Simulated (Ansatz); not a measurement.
I need a ladder of methods at one geometry of OSn (charge +1). Use the Python package of Ansatz (0.2.0). Use (for the species named): r2SCAN, def2-SVP basis, multiplicity 2. The script varies functional: r2scan, revpbe, pbe, hf, cam_b3lyp.

```xyz
2

Sn    0.0000    0.0000    0.0000
O     0.0000    0.0000    2.0500
```

`methods.py`
```python
# -*- coding: utf-8 -*-
"""OSn(+) at several levels of theory."""

from pathlib import Path

import ansatz
import numpy as np


def main():
    geometry_ang = [
        ("Sn", [0.0, 0.0, 0.0]),
        ("O", [0.0, 0.0, 2.05]),
    ]
    osn = ansatz.Crystal.molecule()
    for symbol, xyz in geometry_ang:
        osn = osn.atom(symbol, xyz)

    job = osn.calculation().basis(gaussian="def2-SVP").charge(1).spin("collinear", total=1)

    print("functional    E (Ha)        dipole (D)   HOMO (eV)  LUMO (eV)")
    for name in ["r2scan", "revpbe", "pbe", "hf", "cam_b3lyp"]:
        r = job.functional(name).forces().orbitals().run(runs_dir="runs").report
        lines = Path(r["orbitals_path"]).read_text().splitlines()
        field_of = lambda key: [line.split("=")[1].strip() for line in lines if line.startswith(key)]
        orbitals = [(27.211386 * float(e), s, float(n)) for e, s, n in zip(field_of("Ene="), field_of("Spin="), field_of("Occup="))]
        homo = max(e for e, _, n in orbitals if n > 0.5)
        lumo = min(e for e, _, n in orbitals if n < 0.5)
        dipole = 4.803205 * np.linalg.norm(r["charge_distribution"]["dipole_moment_e_ang"])
        print(f"{name:10s} {r['free_energy_ev'] / 27.211386246:14.6f} {dipole:9.3f} {homo:11.3f} {lumo:10.3f}")


if __name__ == "__main__":
    main()
```

```console
$ python methods.py
functional    E (Ha)        dipole (D)   HOMO (eV)  LUMO (eV)
r2scan        -289.138368     2.800     -13.558    -11.878
revpbe        -289.132852     2.607     -13.201    -12.409
pbe           -289.023976     2.600     -13.277    -12.588
hf            -287.841104     3.724     -17.331     -7.049
cam_b3lyp     -289.054256     3.079     -16.046     -9.752
```

Reading the output:
- Total energies depend on the basis set; only differences at equal settings carry meaning.
- The geometry is a force-field or estimated start, not a minimum of this method, and the basis set is short of its limit. A lower total doesn't mark the better method: functionals have no common bound, and MP2 and coupled cluster aren't variational.
- def2 sets replace the cores of elements past krypton by effective core potentials.
- The run takes the species as open-shell (spin multiplicity 2), which needn't be its ground state.
- An ion's dipole depends on the origin; the program takes it about the centre of nuclear charge.
- Levels such as HOMO and LUMO are orbital energies: with these approximate functionals they aren't the ionisation energy and electron affinity, and their gap isn't the fundamental gap.
- The spin state was assumed, and another may lie lower.
- Run time: 26 s on 1 thread of Arm Neoverse V1, with other jobs on the host, peak memory 0.19 GiB.
